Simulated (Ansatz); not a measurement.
# CoHN: the cost of one run

Program: Ansatz 0.2.0, Gaussian basis. Level of theory: def2-QZVPP, core rule «outside noble gas», up to 10 orbitals frozen. These are calculated values, not measurements.

Plan: UHF; ROHF; CCSD(T) on UHF.

2 further runs of the same task are left out: 2 set aside as unsound or not needed. Runs told in other sessions of the task aren't counted.

## 1. What is computed

The geometry is a PBE0/def2-TZVP stationary point (not a proven minimum).

3 atoms, charge 0, spin multiplicity 2.

Atoms are counted from 1 here; the program's logs count them from 0.

Bond lengths: Co1–N2 1.788 Å, N2–H3 1.033 Å. Angles: Co1–N2–H3 106.7°.

Geometry (Å):

```
atom   x (Å)    y (Å)    z (Å)
 Co1  0.0000   0.0170   0.3670
  N2  0.0000  -0.1314  -1.4150
  H3  0.0000   0.8305  -1.7925
```

## 2. UHF

File in.yaml:

```yaml
crystal:
  periodic: [false, false, false]
  atoms:
    - {symbol: Co, position_ang: [0.000000, 0.017017, 0.366958]}
    - {symbol: N, position_ang: [0.000000, -0.131364, -1.414986]}
    - {symbol: H, position_ang: [0.000000, 0.830517, -1.792482]}
basis:
  gaussian: {orbitals: "def2-QZVPP.json"}
magnetization: {spin_polarized: true, initial_magnetization: 1}
hamiltonian: {xc: hf}
output: {orbitals: {seedname: orbitals}}
```

Run with:

```sh
$ ansatz run in.yaml --threads 1 --pin off --events-out ev --progress --plain --max-ram 2560MiB --backend cpu
```

**Question.** How long does this run take on 1 thread of AMD EPYC 7R13, shared host, and how much memory does it need?

About 2.2 min, with a peak of 0.53 GiB.
